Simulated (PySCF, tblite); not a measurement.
# C₄H₁₂OSi₂: a rotation path, then NMR shifts on frames, part 2 of 2

tblite 0.8.0 and PySCF 2.14.0. Atoms count from 0.

**5. Nuclear shieldings: image 4, PBE0/pcSseg-1**

Job settings and geometry (Å):

```
{"job": {"kind": "nmr", "xc": "PBE0", "basis": "pcSseg-1", "pop": false}, "charge": 0, "multiplicity": 1}
C      3.099900     0.593400    -0.526700
C      1.752100    -0.089900    -0.698700
O      1.079900    -0.113500     0.529500
Si    -0.407300    -0.656600     0.893700
C     -1.483900    -1.191300    -0.603000
Si    -2.652200     0.311600    -0.373800
C     -1.623800     0.797200     1.168900
H      3.680600     0.076800     0.232700
H      2.960300     1.625400    -0.214300
H      3.647800     0.575000    -1.464800
H      1.150200     0.446800    -1.441900
H      1.889300    -1.119400    -1.052900
H     -0.197500    -1.653900     1.939700
H     -1.976800    -2.153100    -0.499600
H     -0.954600    -1.217500    -1.553500
H     -2.597200     1.282000    -1.472600
H     -4.042900    -0.041600    -0.080400
H     -2.172800     0.758500     2.105100
H     -1.160600     1.779500     1.120300
```

Method: GIAO PBE0/pcSseg-1 NMR shielding, non-relativistic, gas phase.

The log of the run:

```text
coarse grid: 16120 points
cycle   1  E = -813.1386158015  dE =  6.312e-01  |g| = 7.959e-01  |ddm| = 3.833e+00
cycle   2  E = -813.0051288499  dE =  1.335e-01  |g| = 1.136e+00  |ddm| = 1.825e+00
cycle   3  E = -813.2675124132  dE = -2.624e-01  |g| = 1.257e-01  |ddm| = 1.273e+00
cycle   4  E = -813.2701955675  dE = -2.683e-03  |g| = 4.485e-02  |ddm| = 1.379e-01
cycle   5  E = -813.2706670348  dE = -4.715e-04  |g| = 8.796e-03  |ddm| = 4.876e-02
cycle   6  E = -813.2706854932  dE = -1.846e-05  |g| = 2.595e-03  |ddm| = 1.181e-02
cycle   7  E = -813.2706871577  dE = -1.665e-06  |g| = 3.331e-04  |ddm| = 2.374e-03
final grid: 144360 points
cycle   8  E = -813.3223333775  dE = -2.646e-05  |g| = 1.100e-02  |ddm| = 2.396e-02
cycle   9  E = -813.3223084725  dE =  2.490e-05  |g| = 1.576e-02  |ddm| = 1.963e-02
cycle  10  E = -813.3223584241  dE = -4.995e-05  |g| = 1.465e-03  |ddm| = 1.250e-02
cycle  11  E = -813.3223588693  dE = -4.453e-07  |g| = 2.000e-04  |ddm| = 1.550e-03
cycle  12  E = -813.3223588773  dE = -8.011e-09  |g| = 5.455e-05  |ddm| = 2.268e-04
cycle  13  E = -813.3223588779  dE = -5.630e-10  |g| = 2.350e-05  |ddm| = 6.434e-05
converged SCF energy = -813.3223588779

GIAO shielding tensors (ppm)
atom      isotropic    diamagn.    paramagn.     s11        s22        s33       span
  0 C      166.289     246.116     -79.827    149.341    163.624    185.902     36.561
  1 C      124.672     244.774    -120.101     95.325    114.299    164.393     69.069
  2 O      291.408     400.790    -109.382    250.519    289.959    333.745     83.227
  3 Si     344.880     881.570    -536.691    313.554    339.418    381.667     68.113
  4 C      186.110     261.170     -75.059    163.428    192.664    202.240     38.812
  5 Si     393.433     881.236    -487.803    365.648    386.264    428.387     62.739
  6 C      179.642     261.310     -81.668    154.946    181.710    202.268     47.322
  7 H       30.140      28.355       1.785     26.317     28.415     35.689      9.373
  8 H       30.158      29.603       0.555     26.311     28.824     35.340      9.030
  9 H       30.711      27.309       3.401     26.764     27.728     37.641     10.877
 10 H       27.655      33.217      -5.562     21.931     29.480     31.555      9.625
 11 H       27.699      31.136      -3.437     22.379     28.194     32.525     10.146
 12 H       26.024      30.365      -4.341     21.767     24.667     31.639      9.872
 13 H       31.169      31.295      -0.126     26.665     28.395     38.447     11.782
 14 H       30.835      34.211      -3.376     26.719     28.871     36.915     10.195
 15 H       26.948      29.862      -2.913     24.146     24.625     32.074      7.928
 16 H       27.023      29.340      -2.317     23.976     24.779     32.313      8.338
 17 H       30.984      30.723       0.262     26.683     28.389     37.880     11.197
 18 H       31.013      33.681      -2.668     27.171     28.444     37.424     10.252
```

Run time: 65 s. Hardware: 1 thread of Intel Xeon at 2.50GHz, shared host; peak memory 0.89 GiB.

In short: δ C1 62.3, C0 20.6, C6 7.3, C4 0.8, H12 5.69, H15 4.77 ppm.

**6. Nuclear shieldings: image 6, PBE0/pcSseg-1**

Job settings and geometry (Å):

```
{"job": {"kind": "nmr", "xc": "PBE0", "basis": "pcSseg-1", "pop": false}, "charge": 0, "multiplicity": 1}
C      3.079100     0.534300    -0.516000
C      1.618200     0.134400    -0.649400
O      1.147300    -0.365300     0.571700
Si    -0.396600    -0.702600     0.958000
C     -1.469100    -1.337100    -0.505600
Si    -2.569600     0.231500    -0.470100
C     -1.556900     0.826100     1.045800
H      3.652700    -0.302000    -0.125100
H      3.180600     1.373700     0.166800
H      3.477500     0.814900    -1.487400
H      1.014200     0.992700    -0.967700
H      1.512500    -0.648100    -1.410900
H     -0.173300    -1.553500     2.115200
H     -2.008400    -2.260500    -0.319300
H     -0.919700    -1.484900    -1.433600
H     -2.432000     1.087000    -1.654500
H     -3.983500    -0.022800    -0.185900
H     -2.133800     0.912200     1.962400
H     -1.048800     1.779100     0.913500
```

Level: GIAO PBE0/pcSseg-1 NMR shielding, non-relativistic, gas phase.

The log of the run:

```text
coarse grid: 16120 points
cycle   1  E = -813.1402202866  dE =  6.272e-01  |g| = 7.915e-01  |ddm| = 3.845e+00
cycle   2  E = -813.0088232672  dE =  1.314e-01  |g| = 1.131e+00  |ddm| = 1.703e+00
cycle   3  E = -813.2675336796  dE = -2.587e-01  |g| = 1.329e-01  |ddm| = 1.172e+00
cycle   4  E = -813.2705997136  dE = -3.066e-03  |g| = 4.446e-02  |ddm| = 1.377e-01
cycle   5  E = -813.2710666119  dE = -4.669e-04  |g| = 9.069e-03  |ddm| = 4.825e-02
cycle   6  E = -813.2710860591  dE = -1.945e-05  |g| = 2.679e-03  |ddm| = 1.202e-02
cycle   7  E = -813.2710878305  dE = -1.771e-06  |g| = 3.180e-04  |ddm| = 2.455e-03
final grid: 144360 points
cycle   8  E = -813.3230668872  dE = -2.561e-05  |g| = 1.114e-02  |ddm| = 2.406e-02
cycle   9  E = -813.3230399416  dE =  2.695e-05  |g| = 1.615e-02  |ddm| = 1.972e-02
cycle  10  E = -813.3230926712  dE = -5.273e-05  |g| = 1.537e-03  |ddm| = 1.237e-02
cycle  11  E = -813.3230931585  dE = -4.873e-07  |g| = 2.067e-04  |ddm| = 1.521e-03
cycle  12  E = -813.3230931672  dE = -8.793e-09  |g| = 5.501e-05  |ddm| = 2.373e-04
cycle  13  E = -813.3230931678  dE = -5.625e-10  |g| = 2.368e-05  |ddm| = 6.219e-05
converged SCF energy = -813.3230931678

GIAO shielding tensors (ppm)
atom      isotropic    diamagn.    paramagn.     s11        s22        s33       span
  0 C      166.615     245.753     -79.138    149.309    164.248    186.288     36.979
  1 C      125.604     247.159    -121.555     97.086    114.261    165.466     68.379
  2 O      277.313     398.927    -121.614    227.009    291.625    313.305     86.296
  3 Si     342.972     881.271    -538.299    306.730    335.298    386.886     80.156
  4 C      184.160     261.282     -77.122    155.320    194.050    203.109     47.789
  5 Si     396.642     881.318    -484.676    368.331    393.855    427.741     59.410
  6 C      181.094     261.346     -80.252    150.156    189.896    203.229     53.073
  7 H       30.149      28.324       1.825     26.317     28.431     35.700      9.383
  8 H       30.192      29.154       1.038     26.293     28.674     35.608      9.315
  9 H       30.704      27.577       3.126     26.630     27.858     37.624     10.994
 10 H       27.856      33.986      -6.129     22.278     29.901     31.390      9.112
 11 H       27.718      32.541      -4.823     22.097     29.036     32.022      9.925
 12 H       26.231      30.407      -4.177     21.851     24.864     31.977     10.125
 13 H       31.060      31.064      -0.005     26.498     28.247     38.434     11.936
 14 H       30.661      34.062      -3.401     26.303     28.736     36.944     10.641
 15 H       27.028      29.967      -2.938     24.426     24.613     32.046      7.621
 16 H       27.099      29.416      -2.318     24.056     24.737     32.503      8.446
 17 H       30.933      30.921       0.011     26.479     28.313     38.006     11.527
 18 H       30.837      33.872      -3.035     26.904     28.434     37.174     10.270
```

Wall time 77 s (1 thread of Intel Xeon at 2.50GHz, shared host); peak memory 0.89 GiB.

In short: δ C1 61.3, C0 20.3, C6 5.8, C4 2.8, H12 5.49, H15 4.69 ppm.

**7. NMR shieldings: image 8, PBE0/pcSseg-1**

Job settings and geometry (Å):

```
{"job": {"kind": "nmr", "xc": "PBE0", "basis": "pcSseg-1", "pop": false}, "charge": 0, "multiplicity": 1}
C      3.117000     0.473400    -0.539300
C      1.603600     0.334300    -0.613700
O      1.145600    -0.379700     0.499300
Si    -0.383600    -0.693900     0.948600
C     -1.517400    -1.450700    -0.406400
Si    -2.545900     0.162100    -0.540200
C     -1.570400     0.818300     0.975100
H      3.580200    -0.509600    -0.542300
H      3.395600     0.981000     0.380500
H      3.482200     1.044600    -1.388700
H      1.133300     1.325000    -0.635100
H      1.315200    -0.194100    -1.531000
H     -0.091500    -1.431700     2.167000
H     -2.099000    -2.302300    -0.064400
H     -1.015200    -1.770100    -1.316700
H     -2.298400     0.919100    -1.773200
H     -3.988600     0.007500    -0.340000
H     -2.173200     0.884700     1.876900
H     -1.099300     1.791200     0.851200
```

Level: GIAO PBE0/pcSseg-1 NMR shielding, non-relativistic, gas phase.

The log of the run:

```text
coarse grid: 16120 points
cycle   1  E = -813.1418727026  dE =  6.239e-01  |g| = 7.888e-01  |ddm| = 3.844e+00
cycle   2  E = -813.0118635773  dE =  1.300e-01  |g| = 1.126e+00  |ddm| = 1.667e+00
cycle   3  E = -813.2681630928  dE = -2.563e-01  |g| = 1.335e-01  |ddm| = 1.140e+00
cycle   4  E = -813.2712571798  dE = -3.094e-03  |g| = 4.431e-02  |ddm| = 1.350e-01
cycle   5  E = -813.2717227695  dE = -4.656e-04  |g| = 8.998e-03  |ddm| = 4.796e-02
cycle   6  E = -813.2717418751  dE = -1.911e-05  |g| = 2.704e-03  |ddm| = 1.195e-02
cycle   7  E = -813.2717436820  dE = -1.807e-06  |g| = 3.087e-04  |ddm| = 2.461e-03
final grid: 144360 points
cycle   8  E = -813.3234023168  dE = -2.437e-05  |g| = 1.125e-02  |ddm| = 2.238e-02
cycle   9  E = -813.3233742606  dE =  2.806e-05  |g| = 1.643e-02  |ddm| = 1.955e-02
cycle  10  E = -813.3234283899  dE = -5.413e-05  |g| = 1.546e-03  |ddm| = 1.230e-02
cycle  11  E = -813.3234288873  dE = -4.974e-07  |g| = 1.935e-04  |ddm| = 1.503e-03
cycle  12  E = -813.3234288950  dE = -7.623e-09  |g| = 5.409e-05  |ddm| = 2.235e-04
cycle  13  E = -813.3234288955  dE = -5.477e-10  |g| = 2.320e-05  |ddm| = 6.177e-05
converged SCF energy = -813.3234288955

GIAO shielding tensors (ppm)
atom      isotropic    diamagn.    paramagn.     s11        s22        s33       span
  0 C      166.365     245.565     -79.200    148.777    164.200    186.119     37.342
  1 C      125.876     247.431    -121.556     97.919    112.704    167.003     69.085
  2 O      274.394     398.849    -124.454    224.420    295.506    303.258     78.837
  3 Si     343.744     881.091    -537.348    306.544    336.020    388.667     82.123
  4 C      181.973     261.328     -79.355    151.602    191.273    203.045     51.442
  5 Si     395.346     881.339    -485.993    366.209    390.619    429.211     63.001
  6 C      182.343     261.084     -78.741    151.339    192.281    203.407     52.068
  7 H       30.131      28.435       1.697     26.332     28.393     35.670      9.338
  8 H       30.194      28.797       1.397     26.382     28.626     35.574      9.192
  9 H       30.708      27.509       3.199     26.626     27.872     37.627     11.002
 10 H       27.788      33.605      -5.817     22.112     29.728     31.525      9.413
 11 H       27.744      33.014      -5.270     22.206     29.257     31.768      9.562
 12 H       26.236      30.504      -4.268     21.760     24.979     31.968     10.207
 13 H       30.963      30.918       0.044     26.670     28.368     37.850     11.180
 14 H       30.821      33.563      -2.742     26.597     28.230     37.636     11.040
 15 H       27.029      30.229      -3.200     24.596     24.700     31.790      7.194
 16 H       27.064      29.447      -2.383     24.014     24.635     32.542      8.528
 17 H       30.955      31.080      -0.125     26.653     28.371     37.842     11.189
 18 H       30.794      33.774      -2.979     26.553     28.272     37.559     11.006
```

It took 77 s on 1 thread of Intel Xeon at 2.50GHz, shared host; peak memory 0.89 GiB.

In short: δ C1 61.0, C0 20.6, C4 5.0, C6 4.6, H12 5.48, H15 4.69 ppm.

**8. Comparing the runs: NMR shifts**

Shifts (ppm) of some atoms, chosen among heavy atoms and hydrogens apart, with basis size and wall time:

```
  frame   C6   C4   H14   H13    O2  Si3    Si5  functions  time
image 0  3.8  3.3  0.70  0.46  57.9  2.3  -43.9        193  77 s
image 2  4.7  0.4  0.77  0.36  49.2  2.1  -43.2        193  73 s
image 4  7.3  0.8  0.88  0.55  44.7  4.3  -44.3        193  65 s
image 6  5.8  2.8  1.06  0.66  58.8  6.2  -47.5        193  77 s
image 8  4.6  5.0  0.90  0.75  61.7  5.4  -46.2        193  77 s
```

**9. What came out**

What follows sums up all 2 parts.

| quantity | value |
| --- | --- |
| barrier | 0.071 eV (1.6 kcal/mol) at image 4 |
| end to end (GFN2-xTB) | 0.000 eV |
| 13C shifts against TMS (PBE0/pcSseg-1, image 0) | 61.9, 20.7, 3.8, 3.3 ppm |
| 1H shifts against TMS (PBE0/pcSseg-1, image 0) | 5.68, 4.74, 4.69, 4.01, 3.87, 1.59, 1.56, 1.03, 0.74, 0.70, 0.64, 0.46 ppm |
| 17O shifts against H2O (PBE0/pcSseg-1, image 0) | 57.9 ppm |
| 29Si shifts against TMS (PBE0/pcSseg-1, image 0) | 2.3, -43.9 ppm |
| range of the shift of O2 | 44.7 to 61.7 ppm |

**Reading.** Along the band the dihedral turns by 127°, and the top (dihedral -7°) lies 1.6 kcal/mol above the start (GFN2-xTB, rough), so at room temperature this motion is fast. The top was not checked by a frequency run. Shifts at one fixed geometry are not the observed spectrum, which averages over the motion. In the first frame run (image 0): Shielding is most anisotropic at Si3 (span 85 ppm, paramagnetic term -535 ppm). In ppm, O2 moves most: its shift spreads over 17.0 ppm, from 44.7 (image 4) to 61.7 (image 8).
